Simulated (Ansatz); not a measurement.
**F₂H₆N₂OSi₂: up Jacob's ladder to CCSD(T)**

Aim: compute F₂H₆N₂OSi₂ with functionals from several rungs and with coupled cluster, and see how far each lands from CCSD(T) at the basis-set limit for the atomisation energy.

Program: Ansatz 0.2.0, Gaussian basis. Level of theory: functionals in def2-TZVPP, the program's frozen cores in correlated methods. These are calculated values, not measurements.

Levels to be run: PBE-D4, r2SCAN-D4, PBE0-D4, B3LYP-D4, ωB97X-V, ωB97M-V, B2PLYP; CCSD(T)/def2-TZVPP; MP2/def2-QZVPP; extrapolation to the limit.

## (1) Structure used throughout

An earlier PBE0-D4 in a triple-zeta def2 set relaxation fixed the geometry.

SMILES `N[SiH](O)[Si](N)(F)F`, 13 atoms, charge 0, spin multiplicity 1.

Atoms are counted from 1 here; the program's logs count them from 0.

Bond lengths: N1–Si2 1.703 Å, N1–H8 1.006 Å, N1–H9 1.006 Å, Si2–O3 1.656 Å, Si2–Si4 2.344 Å, Si2–H10 1.481 Å, O3–H11 0.959 Å, Si4–N5 1.694 Å, Si4–F6 1.602 Å, Si4–F7 1.599 Å, N5–H12 1.008 Å, N5–H13 1.007 Å. Angles: Si2–N1–H8 124.0°, Si2–N1–H9 122.4°, H8–N1–H9 112.7°, N1–Si2–O3 117.6°, N1–Si2–Si4 104.5°, N1–Si2–H10 109.6°, O3–Si2–Si4 108.2°, O3–Si2–H10 102.3°, Si4–Si2–H10 115.1°, Si2–O3–H11 116.7°, Si2–Si4–N5 110.0°, Si2–Si4–F6 110.8°, Si2–Si4–F7 112.2°, N5–Si4–F6 107.2°, N5–Si4–F7 113.4°, F6–Si4–F7 102.9°, Si4–N5–H12 123.1°, Si4–N5–H13 119.7° and more.

## (2) PBE-D4 (GGA)

Input file in.yaml:

```yaml
crystal:
  periodic: [false, false, false]
  atoms:
    - {symbol: N, position_ang: [-0.518593, 1.617544, 1.483677]}
    - {symbol: Si, position_ang: [0.671034, 0.735146, 0.642942]}
    - {symbol: O, position_ang: [1.423565, -0.499184, 1.451196]}
    - {symbol: Si, position_ang: [-0.464103, -0.177322, -1.193422]}
    - {symbol: N, position_ang: [-0.046762, -1.808583, -1.382240]}
    - {symbol: F, position_ang: [-2.049054, -0.117843, -0.969720]}
    - {symbol: F, position_ang: [-0.258365, 0.689442, -2.520752]}
    - {symbol: H, position_ang: [-0.316394, 2.279823, 2.213475]}
    - {symbol: H, position_ang: [-1.498505, 1.401510, 1.416410]}
    - {symbol: H, position_ang: [1.803032, 1.626762, 0.302535]}
    - {symbol: H, position_ang: [0.865476, -1.214356, 1.762668]}
    - {symbol: H, position_ang: [-0.499404, -2.420273, -2.042930]}
    - {symbol: H, position_ang: [0.888073, -2.112677, -1.163829]}
basis:
  gaussian: {orbitals: def2-TZVPP}
hamiltonian: {xc: pbe, dispersion: d4}
output: {forces: true, orbitals: {seedname: orbitals}}
```

On the command line:

```console
$ ansatz run in.yaml --threads 2 --pin off --events-out ev --progress --plain --max-ram 22528MiB --backend cuda --devices 0, --max-vram 18GiB
```

Further steps of the session: r2SCAN-D4 (meta-GGA); PBE0-D4 (hybrid); B3LYP-D4 (hybrid); ωB97X-V (range-separated); ωB97M-V (range-separated); B2PLYP (double hybrid); CCSD(T) in def2-TZVPP; MP2 in def2-QZVPP.

**Question.** What will the summary of the whole plan be? Wanted: atomisation energy, CCSD(T)/CBS; farthest; mean size of error, hybrid; mean size of error, range-separated; gap, smallest and largest; T1 diagnostic; triples share of the correlation energy.

As calculated:

| quantity | value |
| --- | --- |
| atomisation energy, CCSD(T)/CBS | 51.820 eV |
| functionals within 0.259 eV (0.5 %) | ωB97X-V, ωB97M-V |
| farthest | B2PLYP (-0.843 eV) |
| mean size of error, hybrid | 0.547 eV |
| mean size of error, range-separated | 0.041 eV |
| gap, smallest and largest | 5.47 eV (PBE-D4), 12.24 eV (ωB97X-V) |
| T1 diagnostic | 0.0120 |
| triples share of the correlation energy | 3.3 % |

PBE-D4 misses by +0.473 eV. Double hybrids carry the basis error of their MP2 part in triple zeta, and no dispersion term here, so their miss is partly the set-up's. Misses under about 0.259 eV are within the doubt on the reference itself, which lacks core-valence correlation, relativity and higher excitations. Hartree-Fock recovers 70 % of the binding; the rest is correlation. Orbital gaps span 5.5 to 12.2 eV; exact exchange widens them.
